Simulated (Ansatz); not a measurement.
Runs of Ansatz 0.2.0 on HfB. Symmetry: Fm-3m, No. 225, cubic system. The conventional cell has a = 4.620 Å, b = 4.620 Å, c = 4.620 Å, α = 90.00°, β = 90.00°, γ = 90.00°. Around Hf (site symmetry m-3m) lie 6 B at 2.31 Å. B (site symmetry m-3m) has 6 Hf at 2.31 Å as nearest neighbours. 

```tsv
task	level	cell	k mesh	smearing	atoms under strain	gap on the mesh (eV)	pressure (GPa)	relaxed volume (Å³/atom)
relaxation of cell and atoms	BLYP+D4	relaxed	10 × 10 × 10	fermi-dirac 0.05 eV	-	none	0.0	14.00
phonons	PBE	as given	7 × 7 × 7	fermi-dirac 0.05 eV	-	none	-	-
relaxation of cell and atoms	BLYP+D3(BJ)	relaxed	10 × 10 × 10	fermi-dirac 0.05 eV	-	none	0.0	(a)
elastic constants	LDA	as given	7 × 7 × 7	fermi-dirac 0.05 eV	relaxed	none	17.9	-
single point	PBE	as given	10 × 10 × 10	gaussian 0.029 eV	-	none	29.3	-
```

Alike in all rows: potentials or basis Ansatz PAW; no spin polarisation; cutoff (eV) 420.

Q: Estimate the missing entries.

A: (a) 13.75.

Caveats: the PAW data sets come from PBE, with cores solved anew for the run's functional, which leaves a small shift of forces and pressure (some runs); the plane-wave basis is chosen anew once the cell has moved, so the energies of steps on either side of that aren't comparable (some runs); pairwise dispersion overbinds metals, which lowers pressure and volume (some runs); the volume moved by +14 % from the deposited cell, more than functionals usually miss (some runs); the volume moved by +12 % from the deposited cell, more than functionals usually miss (some runs); the cell is more than 3 GPa from zero pressure, which shifts response properties (some runs); elastic constants of metals need much finer meshes, so these are rough (some runs).

A k mesh can miss the band edges, and the runs leave out spin-orbit coupling on Hf.

A gap of «none» marks a metal or a gap under the smearing width.
